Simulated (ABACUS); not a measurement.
# HfB (Fm-3m) in ABACUS: equation of state

Aim: energy against volume of HfB in PBE, for its equilibrium volume and stiffness.

Everything below comes from runs of ABACUS 3.10.1. Logs are shortened: lines on timing, memory, paths and dates and some standing lists are left out, and cuts for length are marked.

## (1) The structure

Symmetry: Fm-3m, No. 225, cubic system. Conventional cell: a = 4.620 Å, b = 4.620 Å, c = 4.620 Å, α = 90.00°, β = 90.00°, γ = 90.00°. Hf (site symmetry m-3m) is surrounded by 6 B at 2.31 Å. B (site symmetry m-3m) has 6 Hf at 2.31 Å as nearest neighbours.

## (2) Equation of state, PBE, 11.59 Å³/atom (volume scaled by 0.94)

INPUT reads:

```
INPUT_PARAMETERS
suffix              HfB
calculation         scf
basis_type          pw
pseudo_dir          ./
symmetry            1
dft_functional      pbe
ecutwfc             76
pseudo_rcut         10
nspin               1
nbands              12
ks_solver           dav
smearing_method     fd
smearing_sigma      0.00367493
scf_thr             1e-08
scf_nmax            100
mixing_type         broyden
mixing_beta         0.7
cal_force           1
cal_stress          1
kpar                4
```

STRU reads:

```
ATOMIC_SPECIES
Hf 178.4900 Hf.upf
B 10.8100 B.upf

LATTICE_CONSTANT
1.8897261246

LATTICE_VECTORS
0.0000000000 2.2628439111 2.2628439111
2.2628439111 0.0000000000 2.2628439111
2.2628439111 2.2628439111 0.0000000000

ATOMIC_POSITIONS
Direct

Hf
0.0
1
0.5000000000 0.5000000000 0.5000000000 1 1 1

B
0.0
1
0.0000000000 0.0000000000 0.0000000000 1 1 1
```

KPT reads:

```
K_POINTS
0
Gamma
10 10 10 0 0 0
```

Potentials or basis: PseudoDojo NC SR 0.4.1 PBE standard, plane waves.

On the command line:

```bash
$ OMP_NUM_THREADS=1 mpirun -np 4 abacus > log
```

running log:

```text
ABACUS v3.10.1

               Atomic-orbital Based Ab-initio Computation at UStc

 ------------------------------------------------------------------------------------

 READING GENERAL INFORMATION
                           global_out_dir = OUT.HfB/
                           global_in_card = INPUT
                               pseudo_dir = ./
                              orbital_dir =
                                    DSIZE = 4
                                    GSIZE = 1

 READING UNITCELL INFORMATION
                                    ntype = 2
                  lattice constant (Bohr) = 1.88973
              lattice constant (Angstrom) = 1

 READING ATOM TYPE 1
                               atom label = Hf
                      L=0, number of zeta = 1
                      L=1, number of zeta = 1
                      L=2, number of zeta = 1
             number of atom for this type = 1

 READING ATOM TYPE 2
                               atom label = B
                      L=0, number of zeta = 1
                      L=1, number of zeta = 1
                      L=2, number of zeta = 1
             number of atom for this type = 1

                        TOTAL ATOM NUMBER = 2
DIRECT COORDINATES
    atom                   x                   y                   z     mag                  vx                  vy                  vz
taud_Hf1            0.5000000000        0.5000000000        0.5000000000  0.0000        0.0000000000        0.0000000000        0.0000000000
taud_B1            0.0000000000        0.0000000000        0.0000000000  0.0000        0.0000000000        0.0000000000        0.0000000000

                          Volume (Bohr^3) = 156.383
                             Volume (A^3) = 23.1736

 Lattice vectors: (Cartesian coordinate: in unit of a_0)
                   +0            +2.26284            +2.26284
             +2.26284                  +0            +2.26284
             +2.26284            +2.26284                  +0
 Reciprocal vectors: (Cartesian coordinate: in unit of 2 pi/a_0)
            -0.220961           +0.220961           +0.220961
            +0.220961           -0.220961           +0.220961
            +0.220961           +0.220961           -0.220961
 The esolver type has been set to : ksdft_pw

                PAO radial cut off (Bohr) = 10

 Read in pseudopotential file is Hf.upf
                     pseudopotential type = NC
          exchange-correlation functional = PBE
                 nonlocal core correction = 1
                        valence electrons = 12
                                     lmax = 3
                           number of zeta = 4
                     number of projectors = 8
                           L of projector = 0
                           L of projector = 0
                           L of projector = 1
                           L of projector = 1
                           L of projector = 2
                           L of projector = 2
                           L of projector = 3
                           L of projector = 3
                PAO radial cut off (Bohr) = 10

 Read in pseudopotential file is B.upf
                     pseudopotential type = NC
          exchange-correlation functional = PBE
                 nonlocal core correction = 1
                        valence electrons = 3
                                     lmax = 1
                           number of zeta = 2
                     number of projectors = 4
                           L of projector = 0
                           L of projector = 0
                           L of projector = 1
                           L of projector = 1
     initial pseudo atomic orbital number = 14

 SETUP THE ELECTRONS NUMBER
            electron number of element Hf = 12
      total electron number of element Hf = 12
             electron number of element B = 3
       total electron number of element B = 3
            AUTOSET number of electrons:  = 15
                           occupied bands = 8
                                   NBANDS = 12
                                   NLOCAL = 18

%%%%%%%%%%%%%%%%%%%%%%%%%%%%%%%%%%%%%%%%%%%%%%%%%%%%%%%%%%%%%%%%%%%%%%%%%%%%%%%%%%%%%%%%%%%%%%%%%%%%%%%%%%
 Warning: the number of valence electrons in pseudopotential > 4 for Hf: [Xe] 4f14 5d2 6s2
 Pseudopotentials with additional electrons can yield (more) accurate outcomes, but may be less efficient.
 If you're confident that your chosen pseudopotential is appropriate, you can safely ignore this warning.
%%%%%%%%%%%%%%%%%%%%%%%%%%%%%%%%%%%%%%%%%%%%%%%%%%%%%%%%%%%%%%%%%%%%%%%%%%%%%%%%%%%%%%%%%%%%%%%%%%%%%%%%%%

 SETUP THE PLANE WAVE BASIS
 energy cutoff for charge/potential (unit:Ry) = 304
            fft grid for charge/potential = [ 36, 36, 36 ]
[... 62 lines left out ...]
                                    ibrav = 2
                       right hand lattice = 1
(for k-lattice: )
                             BRAVAIS TYPE = 2
                     BRAVAIS LATTICE NAME = 02. Cubic I (body-centered)
                                    ibrav = 2
                       right hand lattice = 1
                        ROTATION MATRICES = 48
                               nkstot_ibz = 47
K-POINTS REDUCTION ACCORDING TO SYMMETRY
     IBZ    DIRECT_X    DIRECT_Y    DIRECT_Z  WEIGHT  ibz2bz
       1  0.00000000  0.00000000  0.00000000  0.0010       0
       2  0.10000000  0.10000000  0.10000000  0.0080       1
       3  0.20000000  0.20000000  0.20000000  0.0080       2
       4  0.30000000  0.30000000  0.30000000  0.0080       3
       5  0.40000000  0.40000000  0.40000000  0.0080       4
       6  0.50000000  0.50000000  0.50000000  0.0040       5
[... 22 lines left out ...]
      29  0.50000000  0.50000000  0.10000000  0.0240      45
      30 -0.20000000  0.40000000  0.40000000  0.0120      46
[... 17 further k points ...]

                               nkstot now = 47
[... K-POINTS DIRECT COORDINATES: 47 rows ...]

           k-point number in this process = 12
       minimum distributed K point number = 11
[... stars of the k points ...]

[... K-POINTS CARTESIAN COORDINATES: 12 rows ...]

[... K-POINTS DIRECT COORDINATES: 12 rows ...]

 SETUP PLANE WAVES FOR WAVE FUNCTIONS
     energy cutoff for wavefunc (unit:Ry) = 76
              fft grid for wave functions = [ 36, 36, 36 ]
                    number of plane waves = 2109
                         number of sticks = 211

 PARALLEL PW FOR WAVE FUNCTIONS
     PROC   COLUMNS(POT)             PW
        1            211           2109
 --------------- sum -------------------
        1            211           2109

 SETUP NONLOCAL PSEUDOPOTENTIALS IN PLANE WAVE BASIS
 Hf non-local projectors:
 projector 1 L=0
 projector 2 L=0
 projector 3 L=1
 projector 4 L=1
 projector 5 L=2
 projector 6 L=2
 projector 7 L=3
 projector 8 L=3
 B non-local projectors:
 projector 1 L=0
 projector 2 L=0
 projector 3 L=1
 projector 4 L=1
      TOTAL NUMBER OF NONLOCAL PROJECTORS = 40

 Init Non-Local PseudoPotential table :
 Init Non-Local-Pseudopotential done.

                                     npwx = 1807

 Make real space PAO into reciprocal space.
       max mesh points in Pseudopotential = 1001
     dq(describe PAO in reciprocal space) = 0.01
                                    max q = 1050

 number of pseudo atomic orbitals for Hf is 4
WARNING: norm of atomic wavefunction # 3 of atomic type Hf is 0.999757, renormalized
WARNING: norm of atomic wavefunction # 4 of atomic type Hf is 0.999781, renormalized

 number of pseudo atomic orbitals for B is 2
WARNING: norm of atomic wavefunction # 2 of atomic type B is 0.999877, renormalized

 -------------------------------------------
 SELF-CONSISTENT
 -------------------------------------------
                                 init_chg = atomic

 PW ALGORITHM --------------- ION=   1  ELEC=   1--------------------------------

 Density error is 0.187759346272
                          Error Threshold = 0.01
----------------------------------------------------------
     Energy           Rydberg                 eV
----------------------------------------------------------
 E_KohnSham     -118.6587347414      -1614.4349099535
 E_Harris       -119.9428264261      -1631.9058736195
 E_Fermi        1.1405394720         15.5178356132
----------------------------------------------------------
[... 63 lines left out ...]
 Density error is 1.07420987284e-09
                          Error Threshold = 8.00502016501e-10
----------------------------------------------------------
     Energy           Rydberg                 eV
----------------------------------------------------------
 E_KohnSham     -118.7188101326      -1615.2522775829
 E_KS(sigma->0) -118.7184941617      -1615.2479785789
 E_Harris       -118.7189014517      -1615.2535200439
 E_band         -5.1921286855        -70.6425348726
 E_one_elec     -8.8333080090        -120.1833211110
 E_Hartree      12.6125090708        171.6019894401
 E_xc           -31.3004256117       -425.8641381445
 E_Ewald        -91.1969536410       -1240.7982097596
 E_entropy(-TS) -0.0006319417        -0.0085980079
 E_descf        0.0000000000         0.0000000000
 E_exx          0.0000000000         0.0000000000
 E_Fermi        1.1662840777         15.8681089429
----------------------------------------------------------

 charge density convergence is achieved
 final etot is -1615.2522776 eV
 EFERMI = 15.868108943 eV

 STATE ENERGY(eV) AND OCCUPATIONS    NSPIN == 1
 1/12 kpoint (Cartesian) = 0.0000 0.0000 0.0000 (1807 pws)
       1       -43.5636     0.00200000
       2       -12.0672     0.00200000
       3       -12.0672     0.00200000
       4       -12.0672     0.00200000
       5        6.12201     0.00200000
       6        18.1487    3.10719e-23
       7        18.1487    3.10719e-23
       8        18.1487    3.10719e-23
       9        20.0413    1.12908e-39
      10        20.0413    1.12908e-39
      11        20.3549    2.13383e-42
      12        20.3549    2.13383e-42
[... 57 lines left out ...]
 6/12 kpoint (Cartesian) = 0.11048 0.11048 0.11048 (1772 pws)
       1       -43.5019     0.00800000
       2       -12.9818     0.00800000
       3       -12.1617     0.00800000
       4       -12.1617     0.00800000
       5        10.6616     0.00800000
       6        12.0873     0.00800000
       7        14.3699     0.00800000
       8        14.3699     0.00800000
       9        22.8551    1.64151e-63
      10        22.8551    1.64151e-63
      11        24.0118    1.47124e-73
      12        24.7264    9.13792e-80

[... levels at 6 further k points ...]

------------------------------------------------------------------------------------------
 TOTAL-FORCE (eV/Angstrom)
------------------------------------------------------------------------------------------
                       Hf1         0.0000000000         0.0000000000         0.0000000000
                        B1         0.0000000000         0.0000000000         0.0000000000
------------------------------------------------------------------------------------------

----------------------------------------------------------------
 TOTAL-STRESS (KBAR)
----------------------------------------------------------------
       499.3254618666         0.0000000000         0.0000000000
        -0.0000000000       499.3254618666         0.0000000000
        -0.0000000000         0.0000000000       499.3254618666
----------------------------------------------------------------
 TOTAL-PRESSURE: 499.325462 KBAR

 --------------------------------------------
 !FINAL_ETOT_IS -1615.2522775828585964 eV
 --------------------------------------------
```

Wall time 2.4 s (4 MPI ranks of AMD EPYC 9R45 (Zen 5), shared host); peak memory 0.28 GiB.

What came out:

```yaml
Free_energy: -1615.2523 eV
Pressure: 49.9 GPa
Band_gap_on_the_k_mesh: none (metal or under the smearing width)
```

## (3) Equation of state, PBE, 11.83 Å³/atom (volume scaled by 0.96)

INPUT is that of step 2.

STRU: that of step 2 with these lines changed.

```diff
@@ -8,5 +8,5 @@
 LATTICE_VECTORS
-0.0000000000 2.2628439111 2.2628439111
-2.2628439111 0.0000000000 2.2628439111
-2.2628439111 2.2628439111 0.0000000000
+0.0000000000 2.2787799567 2.2787799567
+2.2787799567 0.0000000000 2.2787799567
+2.2787799567 2.2787799567 0.0000000000
```

KPT is that of step 2.

Potentials or basis: PseudoDojo NC SR 0.4.1 PBE standard, plane waves.

On the command line:

```bash
$ OMP_NUM_THREADS=1 mpirun -np 4 abacus > log
```

Run time: 2.6 s. Hardware: 4 MPI ranks of AMD EPYC 9R45 (Zen 5), shared host; peak memory 0.28 GiB.

The run converged. Its results:

```yaml
Free_energy: -1615.3951 eV
Pressure: 42.9 GPa
Band_gap_on_the_k_mesh: none (metal or under the smearing width)
```

## (4) Equation of state, PBE, 12.08 Å³/atom (volume scaled by 0.98)

INPUT is that of step 3.

STRU: that of step 3 with these lines changed.

```diff
@@ -8,5 +8,5 @@
 LATTICE_VECTORS
-0.0000000000 2.2787799567 2.2787799567
-2.2787799567 0.0000000000 2.2787799567
-2.2787799567 2.2787799567 0.0000000000
+0.0000000000 2.2944961772 2.2944961772
+2.2944961772 0.0000000000 2.2944961772
+2.2944961772 2.2944961772 0.0000000000
```

KPT is that of step 3.

On the command line:

```bash
$ OMP_NUM_THREADS=1 mpirun -np 4 abacus > log
```

Run time: 2.6 s. Hardware: 4 MPI ranks of AMD EPYC 9R45 (Zen 5), shared host; peak memory 0.28 GiB.

It converged, with:

- Free energy: -1615.5173 eV
- Pressure: 36.5 GPa
- Band gap on the k mesh: none (metal or under the smearing width)

## (5) Equation of state, PBE, 12.33 Å³/atom

INPUT is that of step 4.

STRU: that of step 4 with these lines changed.

```diff
@@ -8,5 +8,5 @@
 LATTICE_VECTORS
-0.0000000000 2.2944961772 2.2944961772
-2.2944961772 0.0000000000 2.2944961772
-2.2944961772 2.2944961772 0.0000000000
+0.0000000000 2.3100000000 2.3100000000
+2.3100000000 0.0000000000 2.3100000000
+2.3100000000 2.3100000000 0.0000000000
```

KPT is that of step 4.

On the command line:

```bash
$ OMP_NUM_THREADS=1 mpirun -np 4 abacus > log
```

It took 2.9 s on 4 MPI ranks of AMD EPYC 9R45 (Zen 5), shared host; peak memory 0.28 GiB.

Results (log left out):

| Property | Result |
| --- | --- |
| Free energy | -1615.6206 eV |
| Pressure | 30.7 GPa |
| Band gap on the k mesh | none (metal or under the smearing width) |

## (6) Equation of state, PBE, 12.57 Å³/atom (volume scaled by 1.02)

INPUT is that of step 5.

STRU: that of step 5 with these lines changed.

```diff
@@ -8,5 +8,5 @@
 LATTICE_VECTORS
-0.0000000000 2.3100000000 2.3100000000
-2.3100000000 0.0000000000 2.3100000000
-2.3100000000 2.3100000000 0.0000000000
+0.0000000000 2.3252984591 2.3252984591
+2.3252984591 0.0000000000 2.3252984591
+2.3252984591 2.3252984591 0.0000000000
```

KPT is that of step 5.

Potentials or basis: PseudoDojo NC SR 0.4.1 PBE standard, plane waves.

On the command line:

```bash
$ OMP_NUM_THREADS=1 mpirun -np 4 abacus > log
```

running log:

```text
ABACUS v3.10.1

               Atomic-orbital Based Ab-initio Computation at UStc

 ------------------------------------------------------------------------------------

 READING GENERAL INFORMATION
                           global_out_dir = OUT.HfB/
                           global_in_card = INPUT
                               pseudo_dir = ./
                              orbital_dir =
                                    DSIZE = 4
                                    GSIZE = 1

 READING UNITCELL INFORMATION
                                    ntype = 2
                  lattice constant (Bohr) = 1.88973
              lattice constant (Angstrom) = 1

 READING ATOM TYPE 1
[... 445 lines left out ...]
       1       -45.2828     0.00800000
       2       -14.5182     0.00800000
       3       -13.9092     0.00800000
       4       -13.9092     0.00800000
       5        9.58135     0.00800000
       6        10.4054     0.00800000
       7        13.1947     0.00800000
       8        13.1947     0.00800000
       9        20.9588    1.00637e-58
      10        20.9588    1.00637e-58
      11        21.9638    1.87574e-67
      12        22.9114    1.10205e-75

[... levels at 6 further k points ...]

------------------------------------------------------------------------------------------
 TOTAL-FORCE (eV/Angstrom)
------------------------------------------------------------------------------------------
                       Hf1         0.0000000000         0.0000000000         0.0000000000
                        B1         0.0000000000         0.0000000000         0.0000000000
------------------------------------------------------------------------------------------

----------------------------------------------------------------
 TOTAL-STRESS (KBAR)
----------------------------------------------------------------
       252.9890552452         0.0000000000         0.0000000000
         0.0000000000       252.9890552452        -0.0000000000
         0.0000000000        -0.0000000000       252.9890552452
----------------------------------------------------------------
 TOTAL-PRESSURE: 252.989055 KBAR

 --------------------------------------------
 !FINAL_ETOT_IS -1615.7066924523817306 eV
 --------------------------------------------
```

Run time: 2.9 s. Hardware: 4 MPI ranks of AMD EPYC 9R45 (Zen 5), shared host; peak memory 0.32 GiB.

What came out:

* Free energy: -1615.7067 eV
* Pressure: 25.3 GPa
* Band gap on the k mesh: none (metal or under the smearing width)

## (7) Equation of state, PBE, 12.82 Å³/atom (volume scaled by 1.04)

INPUT is that of step 6.

STRU: that of step 6 with these lines changed.

```diff
@@ -8,5 +8,5 @@
 LATTICE_VECTORS
-0.0000000000 2.3252984591 2.3252984591
-2.3252984591 0.0000000000 2.3252984591
-2.3252984591 2.3252984591 0.0000000000
+0.0000000000 2.3403982228 2.3403982228
+2.3403982228 0.0000000000 2.3403982228
+2.3403982228 2.3403982228 0.0000000000
```

KPT is that of step 6.

On the command line:

```bash
$ OMP_NUM_THREADS=1 mpirun -np 4 abacus > log
```

It took 2.9 s on 4 MPI ranks of AMD EPYC 9R45 (Zen 5), shared host; peak memory 0.28 GiB.

It converged, with:

```yaml
Free_energy: -1615.7770 eV
Pressure: 20.4 GPa
Band_gap_on_the_k_mesh: none (metal or under the smearing width)
```

## (8) Equation of state, PBE, 13.07 Å³/atom (volume scaled by 1.06)

INPUT is that of step 7.

STRU: that of step 7 with these lines changed.

```diff
@@ -8,5 +8,5 @@
 LATTICE_VECTORS
-0.0000000000 2.3403982228 2.3403982228
-2.3403982228 0.0000000000 2.3403982228
-2.3403982228 2.3403982228 0.0000000000
+0.0000000000 2.3553056198 2.3553056198
+2.3553056198 0.0000000000 2.3553056198
+2.3553056198 2.3553056198 0.0000000000
```

KPT is that of step 7.

On the command line:

```bash
$ OMP_NUM_THREADS=1 mpirun -np 4 abacus > log
```

Run time: 2.6 s. Hardware: 4 MPI ranks of AMD EPYC 9R45 (Zen 5), shared host; peak memory 0.32 GiB.

It converged, with:

| Quantity | Value |
| --- | --- |
| Free energy | -1615.8328 eV |
| Pressure | 15.9 GPa |
| Band gap on the k mesh | none (metal or under the smearing width) |

## (9) Equation of state, PBE

Potentials or basis: PseudoDojo NC SR 0.4.1 PBE standard, plane waves.

This step only gathers the single runs of the series.

What came out:

```
Equilibrium volume : 14.16 Å³/atom (rough: see the caveat)
Bulk modulus       : 169 GPa (rough)
```

Energy against volume, from the lowest point:
| volume (Å³/atom) | energy (meV/atom) |
| --- | --- |
| 11.587 | 290.25 |
| 11.833 | 218.83 |
| 12.080 | 157.74 |
| 12.326 | 106.07 |
| 12.573 | 63.04 |
| 12.819 | 27.90 |
| 13.066 | 0.00 |

Caveat: the minimum lies outside the volumes run.
